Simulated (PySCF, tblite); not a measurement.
**C6H4Cl radical: geometry, infrared bands and EPR parameters**

Wanted: the infrared bands and EPR parameters of C6H4Cl radical (`CC#CC#C[CH]Cl`), by calculation.

The runs use tblite 0.8.0 and PySCF 2.14.0, with density-fitted response routines of our own; the level of theory stands in each step. All values are computed, except where a source is named. Atoms are numbered from 0 throughout.

## (1) Starting geometry

11 atoms, charge 0, multiplicity 2; geometry from: force field or distance geometry start.

Bonds of the start (Å): C0–C1 1.46, C1–C2 1.23, C2–C3 1.41, C3–C4 1.20, C4–C5 1.46, C5–Cl6 1.80, C0–H7 1.09, C0–H8 1.11, C0–H9 1.10, C5–H10 1.11.

## (2) Geometry optimisation with GFN2-xTB

The job: settings as JSON, then the geometry in Å.

```
{"job": {"kind": "relax", "xc": "GFN2-xTB", "basis": "xTB"}, "charge": 0, "multiplicity": 2}
C     -3.031800    -0.106100     0.481100
C     -1.607100    -0.042300     0.184900
C     -0.400100    -0.020100    -0.039100
C      0.979300     0.021700    -0.348000
C      2.161700     0.044300    -0.566000
C      3.599000     0.088300    -0.836300
Cl     4.512300     0.388400     0.683900
H     -3.538000     0.268700    -0.412900
H     -3.328000    -1.165500     0.625700
H     -3.286900     0.470000     1.383200
H      3.945000    -0.904800    -1.182500
```

The run is started by

```
> OMP_NUM_THREADS=1 python probes_run.py task.json out
```

This one command runs all jobs of the session in turn.

The program printed:

```text
step      E/eV     max force
  0    -523.33359    4.363
  1    -523.40743    5.858
  2    -523.75783    2.277
  3    -523.89370    4.001
  4    -524.00261    2.772
  5    -524.08233    1.020
  6    -524.12671    0.759
  7    -524.16409    0.839
  8    -524.18393    0.438
  9    -524.19572    0.372
 10    -524.20266    0.309
 11    -524.20837    0.255
 12    -524.21414    0.212
 13    -524.21919    0.195
 14    -524.22215    0.140
 15    -524.22341    0.101
 16    -524.22432    0.116
 17    -524.22585    0.116
 18    -524.22787    0.178
 19    -524.22967    0.167
 20    -524.23093    0.093
 21    -524.23196    0.103
 22    -524.23290    0.101
 23    -524.23367    0.084
 24    -524.23407    0.045
 25    -524.23429    0.048
 26    -524.23460    0.078
 27    -524.23510    0.115
 28    -524.23571    0.120
 29    -524.23621    0.080
 30    -524.23654    0.059
 31    -524.23686    0.088
 32    -524.23741    0.136
 33    -524.23828    0.171
 34    -524.23939    0.157
 35    -524.24041    0.088
 36    -524.24122    0.083
 37    -524.24183    0.087
 38    -524.24235    0.097
 39    -524.24269    0.056
 40    -524.24286    0.031
 41    -524.24293    0.023
 42    -524.24300    0.027
 43    -524.24305    0.018
 44    -524.24310    0.029
 45    -524.24315    0.024
 46    -524.24321    0.031
 47    -524.24327    0.028
 48    -524.24330    0.012
 49    -524.24331    0.009
```

Run time: 0.42 s. Hardware: 1 thread of Arm Neoverse N1, shared host.

Relaxation path: (not every step is listed)

| step | energy from step 0 (eV) | largest force (eV/Å) |
| --- | --- | --- |
| 0 | 0.0000 | 4.3629 |
| 1 | -0.0738 | 5.8578 |
| 2 | -0.4242 | 2.2768 |
| 3 | -0.5601 | 4.0007 |
| 4 | -0.6690 | 2.7716 |
| 5 | -0.7487 | 1.0196 |
| 6 | -0.7931 | 0.7593 |
| 7 | -0.8305 | 0.8386 |
| 8 | -0.8503 | 0.4379 |
| 11 | -0.8748 | 0.2547 |
| 14 | -0.8886 | 0.1402 |
| 17 | -0.8923 | 0.1157 |
| 20 | -0.8973 | 0.0929 |
| 23 | -0.9001 | 0.0845 |
| 26 | -0.9010 | 0.0778 |
| 29 | -0.9026 | 0.0798 |
| 32 | -0.9038 | 0.1363 |
| 35 | -0.9068 | 0.0878 |
| 38 | -0.9088 | 0.0967 |
| 41 | -0.9093 | 0.0227 |
| 44 | -0.9095 | 0.0288 |
| 45 | -0.9096 | 0.0241 |
| 46 | -0.9096 | 0.0306 |
| 47 | -0.9097 | 0.0280 |
| 48 | -0.9097 | 0.0122 |
| 49 | -0.9097 | 0.0088 |

Distances of close pairs at the start and the end, largest changes first:

| bond | before (Å) | after (Å) | change (Å) |
| --- | --- | --- | --- |
| C4–C5 | 1.463 | 1.339 | -0.124 |
| C2–C3 | 1.414 | 1.336 | -0.078 |
| C5–Cl6 | 1.799 | 1.722 | -0.077 |
| C3–C4 | 1.203 | 1.236 | +0.033 |
| C5–H10 | 1.107 | 1.076 | -0.031 |
| C0–C1 | 1.457 | 1.438 | -0.018 |
| C0–H8 | 1.109 | 1.091 | -0.018 |
| C1–C2 | 1.228 | 1.216 | -0.012 |

The end geometry stands in the next job.

## (3) Infrared spectrum with GFN2-xTB

The job: settings as JSON, then the geometry in Å.

```
{"job": {"kind": "ir", "xc": "GFN2-xTB", "basis": "xTB"}, "charge": 0, "multiplicity": 2}
C     -3.002064    -0.081333     0.425288
C     -1.581891    -0.097725     0.198281
C     -0.380500    -0.110192     0.009366
C      0.940475    -0.115753    -0.188302
C      2.156030    -0.146875    -0.407882
C      3.481397    -0.150413    -0.596615
Cl     4.557485     0.581207     0.531452
H     -3.516934     0.336605    -0.441239
H     -3.369226    -1.095246     0.593214
H     -3.233475     0.526663     1.300817
H      3.954128    -0.604347    -1.450345
```

The program printed:

```text
mode    cm-1     km/mol
  1      -8.9      0.02
  2      62.3      0.57
  3      92.7      2.65
  4     143.2      0.86
  5     235.0      0.38
  6     266.9      0.69
  7     324.2      0.36
  8     340.2      0.01
  9     382.8      0.39
 10     401.7      3.15
 11     522.7     25.59
 12     627.8      1.89
 13     760.0     71.25
 14    1008.8     11.32
 15    1016.2     13.20
 16    1081.5     22.19
 17    1175.8     33.95
 18    1382.1      0.60
 19    1440.6      7.35
 20    1442.7      9.14
 21    1473.9     70.37
 22    2110.0     77.92
 23    2260.3    201.47
 24    2980.7     17.99
 25    2987.8     22.64
 26    2997.0     30.85
 27    3084.1      5.31
```

It took 0.45 s on 1 thread of Arm Neoverse N1, shared host.

Which atoms move in the most intense modes:

| cm⁻¹ | km/mol | atoms |
| --- | --- | --- |
| 523 | 25.6 | H10 69 %, C5 29 % |
| 760 | 71.2 | C5 57 %, Cl6 20 % |
| 1176 | 34.0 | H10 67 %, C5 16 % |
| 1474 | 70.4 | C5 27 %, C4 22 %, C3 22 %, C1 15 % |
| 2110 | 77.9 | C3 50 %, C4 47 % |
| 2260 | 201.5 | C1 49 %, C2 48 % |
| 2988 | 22.6 | H7 48 %, H9 25 %, H8 20 % |
| 2997 | 30.9 | H9 68 %, H7 16 %, H8 13 % |

## (4) g tensor and hyperfine couplings: B3LYP/pcH-1

Same as in step 3 but for these lines:

```diff
@@ -1,2 +1,2 @@
-{"job": {"kind": "ir", "xc": "GFN2-xTB", "basis": "xTB"}, "charge": 0, "multiplicity": 2}
+{"job": {"kind": "epr", "basis": "pcH-1"}, "charge": 0, "multiplicity": 2}
 C     -3.002064    -0.081333     0.425288
```

Level: UKS B3LYP, pcH-1 on C Cl H, non-relativistic, mean-field spin-orbit, GIAO.

The program printed:

```text
UKS, coarse grid
  cycle   1  E = -691.07164241  |g| = 2.92e-01
  cycle   2  E = -691.04166660  |g| = 3.53e-01
  cycle   3  E = -691.09909165  |g| = 1.56e-01
  cycle   4  E = -691.11129243  |g| = 5.53e-02
  cycle   5  E = -691.11271300  |g| = 1.97e-02
  cycle   6  E = -691.11292206  |g| = 9.83e-03
  cycle   7  E = -691.11298426  |g| = 7.89e-03
  cycle   8  E = -691.11303590  |g| = 2.47e-03
  cycle   9  E = -691.11304690  |g| = 1.27e-03
  cycle  10  E = -691.11304974  |g| = 5.59e-04
UKS, final grid
  cycle   1  E = -691.11305957  |g| = 4.49e-04
  cycle   2  E = -691.11305993  |g| = 4.75e-04
  cycle   3  E = -691.11306010  |g| = 2.15e-04
  cycle   4  E = -691.11306023  |g| = 2.90e-04
  cycle   5  E = -691.11306033  |g| = 6.44e-05
  cycle   6  E = -691.11306033  |g| = 1.91e-05
E = -691.11306033 Eh   <S^2> = 0.7791 (exact 0.7500)
g shifts (ppm)      1          2          3
  rmc          -166       -166       -166
  gc             -8         36         35
  oz_so        -305       3545       8384
  total        -479       3415       8254
hyperfine (MHz)  atom isotope    a_iso     a_fc   dipolar eigenvalues
    0   13C     -12.32     -12.33     -0.73      0.34      0.39
    1   13C      29.03      28.98    -28.94    -17.50     46.44
    2   13C     -45.79     -45.82    -14.31     -0.83     15.14
    3   13C      42.55      42.49    -40.71    -28.43     69.14
    4   13C     -61.05     -61.09    -20.94     -1.95     22.89
    5   13C      62.82      62.43    -52.35    -51.13    103.49
    6  35Cl       2.92       2.97    -23.91    -14.03     37.95
    7    1H      35.01      35.01     -1.91     -1.42      3.32
    8    1H      42.82      42.81     -1.98     -1.35      3.34
    9    1H       7.24       7.23     -1.70     -1.53      3.24
   10    1H     -46.76     -46.85    -23.32     -1.22     24.53
```

Wall time 78 s (1 thread of Arm Neoverse N1, shared host); peak memory 0.85 GiB.

Principal g values 2.00184, 2.00573, 2.01057; g(iso) = 2.00605, against 2.00232 for a free electron.

Hyperfine couplings; where a row names several nuclei, a(iso) is their mean (it holds for fast rotation or exchange) and the dipolar term the largest among them:

| nuclei | isotope | a(iso) (MHz) | a(iso) (G, at g = 2.0023) | largest dipolar term (MHz) |
| --- | --- | --- | --- | --- |
| C5 | 13C | 62.8 | 22.4 | 103.5 |
| C4 | 13C | -61.0 | -21.8 | 22.9 |
| H10 | 1H | -46.8 | -16.7 | 24.5 |
| C2 | 13C | -45.8 | -16.3 | 15.1 |
| C3 | 13C | 42.5 | 15.2 | 69.1 |
| C1 | 13C | 29.0 | 10.4 | 46.4 |
| H7, H8, H9 | 1H | 28.4 | 10.1 | 3.3 |
| C0 | 13C | -12.3 | -4.4 | -0.7 |
| Cl6 | 35Cl | 2.9 | 1.0 | 37.9 |

Mulliken spin populations:

| atom | value (e) |
| --- | --- |
| C0 | -0.03 |
| C1 | 0.33 |
| C2 | -0.17 |
| C3 | 0.46 |
| C4 | -0.25 |
| C5 | 0.59 |
| Cl6 | 0.06 |
| H7 | 0.01 |
| H8 | 0.02 |
| H9 | 0.00 |
| H10 | -0.03 |

In first order the couplings over 0.8 MHz of 1H, 35Cl give 32 distinct lines over 50.2 G, if the averaged nuclei exchange fast.

The fields below are evaluated on a grid from the run's orbitals.

ELF in a plane through or near 9 of the atoms.

Ten even steps from ' ' (0.00) to '@' (1.00):
```
                                                        
                                                        
                                                        
                                                        
          ==--                                          
        **@@@@--    --::      ::::                      
      ..%%@@@@**  --**++--..--++==::    ....            
        **@@@@##--++####++==++####++::--==--            
        ::@@@@++****%%##**##**%%%%**++==**==..          
          ++--==%%====--::%%::++++::%%..==++..          
    --++==++==..%%--**----%%--**==--%%--::==..          
  ..++%%%%**%%++==++%%##**##**%%%%****##@@%%::          
  ::**%%%%::**==..==####++==++####++--%%@@@@++          
  ..++%%==**++**    ====::..--++==::..@@@@@@##          
    --####::%%%%..  ....    ..::::    ##@@@@++          
    ..==**%%%%##::                    ::%%**            
      ..::++**++..                                      
        ..::--::                                        
                                                        
                                                        
```
The map spans 14.1 Å across and 7.8 Å up, centred on the molecule. Atoms in the plane (x, y in Å): C0 (3.0, 0.0), C1 (1.6, 0.0), C2 (0.4, 0.0), C3 (-1.0, 0.1), C4 (-2.2, 0.1), C5 (-3.5, 0.2), Cl6 (-4.5, -1.3), H9 (3.4, -1.1), H10 (-4.1, 1.1).

On the surface of density 0.002 e/bohr³ the electrostatic potential runs, from the 1st to the 99th percentile, from -0.56 V near Cl6 to 1.18 V near H10.

The spin density lies nearest to C3, C5 about 26 % each; C1 17 %; C4 10 % (beta excess); Cl6 7 %.

## (5) Outcome

| quantity | value |
| --- | --- |
| strongest single infrared mode (GFN2-xTB) | 2260 cm⁻¹, 201 km/mol |
| zero-point energy (GFN2-xTB) | 43.7 kcal/mol |
| g(iso) (B3LYP) | 2.00605 |
| ⟨S²⟩ | 0.779 (exact 0.75) |
| largest a(iso) (averaged by class) | 13C on C5, 62.8 MHz |
| surface potential, 1st and 99th percentile | -0.56 V and 1.18 V |

**Reading.** Over 49 steps the energy fell by 0.910 eV; of the close pairs, C4–C5 changed most, 1.463 to 1.339 Å. The lowest mode is slightly imaginary (9i cm⁻¹), a soft motion within the noise of the Hessian, so the minimum is not strictly shown. The strongest single mode, at 2260 cm⁻¹, moves mainly C1 and C2. Unscaled tight-binding wavenumbers are off by several per cent, some by more. Its intensities can rank the bands wrongly. The largest spin populations lie on C5 (0.59 e), C3 (0.46 e). The isotropic g lies 3.7 ppt above the free-electron value.
